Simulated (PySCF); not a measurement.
**Ta(NMe)(OMe)3: geometry, NMR shifts and electronic excitations**

Wanted: the NMR shifts and electronic excitations of Ta(NMe)(OMe)3 (`C[N]=[Ta]([O]C)([O]C)[O]C`), by calculation.

Computed with PySCF 2.14.0, with density-fitted response routines of our own, on a single molecule in the gas phase. Atoms are numbered from 0 throughout.

## Step 1: The molecule as given

21 atoms, charge 0, multiplicity 1; geometry from: GFN2-xTB. The atoms were then displaced at random by about 0.03 Å, so the start is not that level's minimum.

Bonds of the start (Å): Ta0–N1 1.78, Ta0–O6 1.83, Ta0–O11 1.97, Ta0–O16 1.89, N1–C2 1.40, C2–H3 1.11, C2–H4 1.13, C2–H5 1.08, O6–C7 1.39, C7–H8 1.17, C7–H9 1.03, C7–H10 1.09, O11–C12 1.41, C12–H13 1.15, C12–H14 1.00, C12–H15 1.14, O16–C17 1.43, C17–H18 1.09, C17–H19 1.10, C17–H20 1.13.

## Step 2: Geometry optimisation at PBE0-D3(BJ)/def2-SVP

What the job is given:

```
{"job": {"xc": "PBE0", "basis": "def2-SVP", "d3": "d3bj", "grid": 1, "maxiter": 40, "shake": 0.03, "kind": "geom"}, "charge": 0, "multiplicity": 1}
Ta     0.056040    -0.098040    -0.492170
N      0.048240     0.016840     1.280110
C      0.088450     0.041780     2.674830
H      0.281670    -0.964660     3.091970
H      1.045120     0.554010     2.999530
H     -0.730840     0.572880     3.129130
O      1.539250    -0.897970    -1.204830
C      2.771040    -1.517970    -1.030930
H      2.808080    -1.876910     0.077360
H      3.546440    -0.852940    -1.193360
H      2.780160    -2.400660    -1.670090
O     -0.064050     1.756240    -1.140100
C     -0.233120     3.135860    -0.880910
H     -0.099260     3.266480     0.252640
H     -1.123720     3.486820    -1.181590
H      0.655890     3.690600    -1.340220
O     -1.560470    -0.916790    -1.039010
C     -2.749600    -1.595100    -0.627470
H     -2.841510    -1.605150     0.454340
H     -2.756510    -2.640770    -0.953280
H     -3.648030    -1.138530    -1.135520
```

The run is started by

```
OMP_NUM_THREADS=1 python probes_run.py task.json out
```

The driver reads the jobs from task.json and runs them one after another.

**Question.** This job is followed by: GIAO PBE0/pcSseg-1 Ta:def2-TZVP NMR shielding, non-relativistic, gas phase; TDDFT B3LYP/def2-SVPD, vertical, gas phase, core orbitals frozen in the response; GIAO KT2/pcSseg-1 Ta:def2-TZVP NMR shielding, non-relativistic, gas phase. What will the session give for the following? rotational constants (main isotopes); 13C shifts against TMS (PBE0/def2-TZVP+pcSseg-1, means over atoms taken as alike); 1H shifts against TMS (PBE0/def2-TZVP+pcSseg-1, means over atoms taken as alike); 15N shifts against NH3 (PBE0/def2-TZVP+pcSseg-1); 17O shifts against H2O (PBE0/def2-TZVP+pcSseg-1, means over atoms taken as alike); surface potential, 1st and 99th percentile; lowest singlet (B3LYP/def2-SVPD); lowest triplet; range of the shift of O6.

As calculated:

```
                                                                         quantity                        value
                                             rotational constants (main isotopes)         0.93, 0.92, 0.79 GHz
13C shifts against TMS (PBE0/def2-TZVP+pcSseg-1, means over atoms taken as alike)               63.9, 45.1 ppm
 1H shifts against TMS (PBE0/def2-TZVP+pcSseg-1, means over atoms taken as alike)               4.15, 3.41 ppm
                                 15N shifts against NH3 (PBE0/def2-TZVP+pcSseg-1)                    299.9 ppm
17O shifts against H2O (PBE0/def2-TZVP+pcSseg-1, means over atoms taken as alike)                    181.3 ppm
                                            surface potential, 1st and 99th percentile           -1.09 V and 0.81 V
                                                 lowest singlet (B3LYP/def2-SVPD)  5.50 eV (225 nm), f = 0.012
                                                                   lowest triplet                      4.91 eV
                                                         range of the shift of O6           181.3 to 195.5 ppm
```

What this shows: The start was shaken at random, so part of the energy gained undoes that. Relaxing lowered the energy by 0.936 eV in 15 steps; the close pair that moved most is C12–H14, from 1.003 to 1.104 Å. No frequency check was run at this level, so the end point may be a saddle. At PBE0/def2-TZVP+pcSseg-1: The widest tensor belongs to N1: span 403 ppm, with a paramagnetic part of -364 ppm. The lowest singlet, at 5.50 eV, is HOMO→LUMO 0.70, HOMO−1→LUMO 0.23 and is weak; of the 10 states computed, the strongest absorption comes from states 1 to 2 together at 5.50 eV. The lowest triplet lies 0.59 eV below the lowest singlet (triplets in Tamm-Dancoff, singlets in full TDDFT). Spin-orbit coupling, left out, mixes singlets and triplets in elements this heavy. In ppm, O6 (with its like atoms) moves most: its shift spreads over 14.2 ppm, from 181.3 (PBE0/def2-TZVP+pcSseg-1) to 195.5 (KT2/def2-TZVP+pcSseg-1). Spin-orbit coupling is left out, which matters for shieldings and couplings at and beside the heavy atoms.
